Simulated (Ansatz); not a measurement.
# CH₅FMoN₂O: how energies converge with the basis set

Aim: see how fast density functionals converge with the basis set for CH₅FMoN₂O.

The runs use Ansatz 0.2.0, Gaussian basis; one geometry, several basis sets.

Levels to be run: PBE0-D4/def2-SVP; ωB97M-V/def2-SVP; PBE0-D4/def2-QZVPP; ωB97M-V/def2-QZVPP; the functionals' def2-TZVPP values are taken from earlier runs.

### 1 The geometry

All runs share one geometry, relaxed beforehand with PBE0-D4 in a triple-zeta def2 set. Mo takes the def2 core potential; no spin-orbit term is included.

SMILES `C[O][Mo](=[NH])(=[NH])[F]`, 11 atoms, charge 0, spin multiplicity 1.

Atoms are counted from 1 here; the program's logs count them from 0.

Bond lengths: C1–O2 1.403 Å, C1–H7 1.094 Å, C1–H8 1.093 Å, C1–H9 1.094 Å, O2–Mo3 1.860 Å, Mo3–N4 1.720 Å, Mo3–N5 1.725 Å, Mo3–F6 1.867 Å, N4–H10 1.009 Å, N5–H11 1.012 Å. Angles: O2–C1–H7 109.7°, O2–C1–H8 108.7°, O2–C1–H9 111.4°, H7–C1–H8 108.7°, H7–C1–H9 109.2°, H8–C1–H9 109.1°, C1–O2–Mo3 134.7°, O2–Mo3–N4 108.6°, O2–Mo3–N5 107.6°, O2–Mo3–F6 112.6°, N4–Mo3–N5 109.5°, N4–Mo3–F6 109.4°, N5–Mo3–F6 109.1°, Mo3–N4–H10 159.0°, Mo3–N5–H11 150.1°.

As a file:

```
C     0.60060   -1.87362    0.21474
O     0.97759   -0.52836    0.08177
Mo    0.08191    1.09813    0.19195
N     0.23620    1.91358   -1.31411
N    -1.58176    0.75667    0.49337
F     0.73969    2.18710    1.55895
H     0.55887   -2.34429   -0.77213
H     1.35195   -2.39046    0.81790
H    -0.37544   -1.96832    0.70048
H    -0.03651    2.33619   -2.18912
H    -2.55309    0.81335    0.21619
```

### 2 PBE0-D4 in def2-SVP

File in.yaml:

```yaml
crystal:
  periodic: [false, false, false]
  atoms:
    - {symbol: C, position_ang: [0.600597, -1.873615, 0.214735]}
    - {symbol: O, position_ang: [0.977593, -0.528355, 0.081770]}
    - {symbol: Mo, position_ang: [0.081906, 1.098126, 0.191955]}
    - {symbol: N, position_ang: [0.236201, 1.913582, -1.314105]}
    - {symbol: N, position_ang: [-1.581763, 0.756666, 0.493370]}
    - {symbol: F, position_ang: [0.739695, 2.187101, 1.558947]}
    - {symbol: H, position_ang: [0.558870, -2.344292, -0.772132]}
    - {symbol: H, position_ang: [1.351953, -2.390464, 0.817897]}
    - {symbol: H, position_ang: [-0.375437, -1.968315, 0.700480]}
    - {symbol: H, position_ang: [-0.036515, 2.336192, -2.189122]}
    - {symbol: H, position_ang: [-2.553090, 0.813353, 0.216195]}
basis:
  gaussian: {orbitals: def2-SVP}
hamiltonian: {xc: pbe0, dispersion: d4}
output: {orbitals: {seedname: orbitals}}
```

The run is started by

```bash
ansatz run in.yaml --threads 4 --pin off --events-out ev --progress --plain --max-ram 11315MiB
```

The runs that follow: ωB97M-V in def2-SVP; PBE0-D4 in def2-QZVPP; ωB97M-V in def2-QZVPP.

Q: Predict the results of all the runs planned. Wanted: PBE0-D4: double and triple zeta above quadruple; ωB97M-V: double and triple zeta above quadruple.

The runs gave:

```
                                       quantity           value
PBE0-D4: double and triple zeta above quadruple  11.86, 0.61 eV
ωB97M-V: double and triple zeta above quadruple  12.17, 0.59 eV
```

PBE0-D4 gains 11.25 eV from double to triple zeta, then 0.61 eV more. Total energies overstate the basis error of differences, where much of it tends to cancel.
